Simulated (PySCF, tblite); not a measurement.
# C₅H₉FS₃Si: geometry, infrared bands and NMR shifts

Aim: predict the infrared bands and NMR shifts of C₅H₉FS₃Si (`C/C(=C/F)[SiH]1SCSCS1`).

Computed with tblite 0.8.0 and PySCF 2.14.0, with density-fitted response routines of our own, on a single molecule in the gas phase. Atoms count from 0, in the outputs and in this text.

## 1. The starting structure

19 atoms, charge 0, multiplicity 1; geometry from: force field or distance geometry start.

Bonds of the start (Å): C0–C1 1.50, C1–C2 1.35, C2–F3 1.35, C1–Si4 1.84, Si4–S5 2.14, S5–C6 1.79, C6–S7 1.81, S7–C8 1.81, C8–S9 1.79, S9–Si4 2.13, C0–H10 1.10, C0–H11 1.08, C0–H12 1.10, C2–H13 1.08, Si4–H14 1.48, C6–H15 1.08, C6–H16 1.10, C8–H17 1.09, C8–H18 1.09.

## 2. Geometry optimisation with GFN2-xTB

Job settings and geometry (Å):

```
{"job": {"kind": "relax", "xc": "GFN2-xTB", "basis": "xTB"}, "charge": 0, "multiplicity": 1}
C      2.350400    -0.644500    -1.126800
C      1.958300     0.184200     0.066200
C      2.912600     0.784600     0.812800
F      2.614500     1.541000     1.884300
Si     0.171200     0.303400     0.490200
S     -0.900500     1.129900    -1.168600
C     -2.607100     0.955100    -0.641400
S     -3.156400    -0.765300    -0.593300
C     -2.397200    -1.294200     0.960800
S     -0.645800    -1.638500     0.809600
H      1.891700    -0.240700    -2.042800
H      3.423600    -0.655000    -1.278500
H      2.022300    -1.683200    -1.001300
H      3.975700     0.763500     0.635600
H     -0.113600     1.140200     1.681700
H     -3.231500     1.473700    -1.360700
H     -2.784600     1.445200     0.328700
H     -2.603000    -0.569600     1.754000
H     -2.890400    -2.220500     1.265200
```

Command:

```
> OMP_NUM_THREADS=1 python probes_run.py task.json out
```

One launch serves the whole session: the jobs run in the order shown.

**Question.** This job is followed by: GFN2-xTB harmonic vibrations, gas phase; GIAO PBE0/pcSseg-1 NMR shielding, non-relativistic, gas phase. What will the session give for the following? strongest single infrared mode (GFN2-xTB); zero-point energy (GFN2-xTB); 13C shifts against TMS (PBE0/pcSseg-1, means over atoms taken as alike); 1H shifts against TMS (PBE0/pcSseg-1, means over atoms taken as alike); 19F shifts against CFCl3 (PBE0/pcSseg-1); 29Si shifts against TMS (PBE0/pcSseg-1); 33S shifts against CS2 (PBE0/pcSseg-1, means over atoms taken as alike).

**Answer**, as computed:

| quantity | value |
| --- | --- |
| strongest single infrared mode (GFN2-xTB) | 2296 cm⁻¹, 180 km/mol |
| zero-point energy (GFN2-xTB) | 81.0 kcal/mol |
| 13C shifts against TMS (PBE0/pcSseg-1, means over atoms taken as alike) | 165.2, 116.2, 45.5, 14.7 ppm |
| 1H shifts against TMS (PBE0/pcSseg-1, means over atoms taken as alike) | 7.03, 6.66, 4.20, 4.07, 1.83 ppm |
| 19F shifts against CFCl3 (PBE0/pcSseg-1) | -93.1 ppm |
| 29Si shifts against TMS (PBE0/pcSseg-1) | -5.1 ppm |
| 33S shifts against CS2 (PBE0/pcSseg-1, means over atoms taken as alike) | 50, -95 ppm |

Relaxing lowered the energy by 0.158 eV in 30 steps; the close pair that moved most is C8–S9, from 1.791 to 1.825 Å. No mode is imaginary among the 51: a minimum at this level. The strongest single mode, at 2296 cm⁻¹, moves mainly H14. GFN2-xTB is a fitted tight-binding method: band positions and strengths are rough. Its intensities can rank the bands wrongly. The most deshielded hydrogen is H13 (hydrogen on an alkene CH), at 7.03 ppm: olefinic region. At PBE0/pcSseg-1: Shielding is most anisotropic at S5, S9 (span 336 ppm, paramagnetic term -460 ppm).
